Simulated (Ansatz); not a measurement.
# Ga2Ag: the cost of one run

Program: Ansatz 0.2.0. Level of theory: DFT PBE, scalar-relativistic, plane waves, PAW. These are calculated values, not measurements.

### 1 Starting point

The cell holds 24 atoms (Ag8Ga16): a = 7.715 Å, b = 7.577 Å, c = 7.838 Å, α = 83.66°, β = 89.05°, γ = 89.20°.

16 Ga, 8 Ag were thrown into a skewed cell at random, at 1.00 times a reference volume of the solid, and pushed apart as soft spheres.

As a file:

```
Ga Ag
1.0
     7.71501    0.05175    0.06293
     0.05175    7.56481    0.42562
     0.06293    0.42562    7.82649
Ga Ag
16 8
Direct
  0.49399 0.26608 0.36165
  0.03944 0.42744 0.72524
  0.41113 0.73789 0.99539
  0.21165 0.38048 0.44744
  0.01011 0.00241 0.67829
  0.06680 0.13417 0.95668
  0.04557 0.80270 0.99862
  0.85721 0.72413 0.59958
  0.29505 0.04362 0.53048
  0.94100 0.52683 0.31512
  0.78395 0.98704 0.00205
  0.23782 0.15510 0.22394
  0.84244 0.30640 0.13316
  0.56639 0.58653 0.61421
  0.50489 0.32199 0.85944
  0.47409 0.04255 0.05061
  0.64514 0.73960 0.27392
  0.23424 0.72230 0.69546
  0.75677 0.28629 0.60522
  0.76086 0.61065 0.94482
  0.18474 0.47235 0.03735
  0.20036 0.79333 0.30170
  0.59645 0.93838 0.72050
  0.86214 0.02268 0.36768
```

### 2 Stage at 1000 K

The cutoff is lowered while the worst contacts of the packing are taken out. One k point, a Fermi-Dirac width of 0.086 eV and a fixed cell.

Contents of input.yaml:

```yaml
crystal:
  lattice:
    - [7.715006, 0.051753, 0.062926]
    - [0.051753, 7.56481, 0.425621]
    - [0.062926, 0.425621, 7.826486]
  atoms:
    - { symbol: Ga, position: [0.4939907931, 0.2660762204, 0.3616464905] }
    - { symbol: Ga, position: [0.0394363583, 0.4274425825, 0.7252370238] }
    - { symbol: Ga, position: [0.4111290621, 0.7378903726, 0.9953862902] }
    - { symbol: Ga, position: [0.2116546814, 0.3804789054, 0.447435169] }
    - { symbol: Ga, position: [0.0101080228, 0.0024113101, 0.6782928307] }
    - { symbol: Ga, position: [0.0667959789, 0.1341726534, 0.9566809686] }
    - { symbol: Ga, position: [0.0455747272, 0.8027033159, 0.9986201355] }
    - { symbol: Ga, position: [0.8572135629, 0.724134813, 0.5995803158] }
    - { symbol: Ga, position: [0.2950493542, 0.0436217821, 0.5304840016] }
    - { symbol: Ga, position: [0.9410042037, 0.5268254247, 0.3151204453] }
    - { symbol: Ga, position: [0.7839527374, 0.987039606, 0.0020479941] }
    - { symbol: Ga, position: [0.237820224, 0.155104414, 0.2239365511] }
    - { symbol: Ga, position: [0.8424416387, 0.3063966467, 0.1331565286] }
    - { symbol: Ga, position: [0.5663925599, 0.5865340201, 0.6142075784] }
    - { symbol: Ga, position: [0.5048925774, 0.3219874432, 0.8594359481] }
    - { symbol: Ga, position: [0.4740863316, 0.0425496685, 0.0506068488] }
    - { symbol: Ag, position: [0.6451352096, 0.739602443, 0.273922207] }
    - { symbol: Ag, position: [0.2342359058, 0.7223041788, 0.6954571838] }
    - { symbol: Ag, position: [0.7567668455, 0.2862854674, 0.6052205567] }
    - { symbol: Ag, position: [0.7608640746, 0.6106482688, 0.9448179122] }
    - { symbol: Ag, position: [0.1847387761, 0.4723500457, 0.0373491112] }
    - { symbol: Ag, position: [0.2003559863, 0.7933330097, 0.3016969014] }
    - { symbol: Ag, position: [0.5964470762, 0.9383754744, 0.7204969292] }
    - { symbol: Ag, position: [0.8621370106, 0.0226765009, 0.3676765534] }
  symmetry: { detect: false }
basis:
  ecutwfc: 320
  xc_grid: 1
kpoints:
  mp_grid: { grid: [1, 1, 1], shift: [0.25, 0.25, 0.25] }
hamiltonian:
  xc: pbe
scf:
  occupations: { method: fermi_dirac, width: 0.0862 }
  lower_state_search: "off"
  convergence: { dr2_threshold: 1.0e-05 }
output:
  forces: true
  stress: true
md:
  timestep: 3.0
  n_steps: 24
  ensemble: nvt_langevin
  friction: 0.03
  temperature: 1000.0
  initial_velocities: maxwell_boltzmann
  seed: 70169
```

On the command line:

```console
> ansatz run input.yaml --threads 2 --pin off --max-ram 5120MiB --backend cpu --events-out ev --progress --plain --runs-dir out
```

**Question.** How long does this run take on 2 threads of Intel Xeon Platinum 8488C (Sapphire Rapids), shared host, and how much memory does it need?

About 50 s, with a peak of 0.73 GiB.
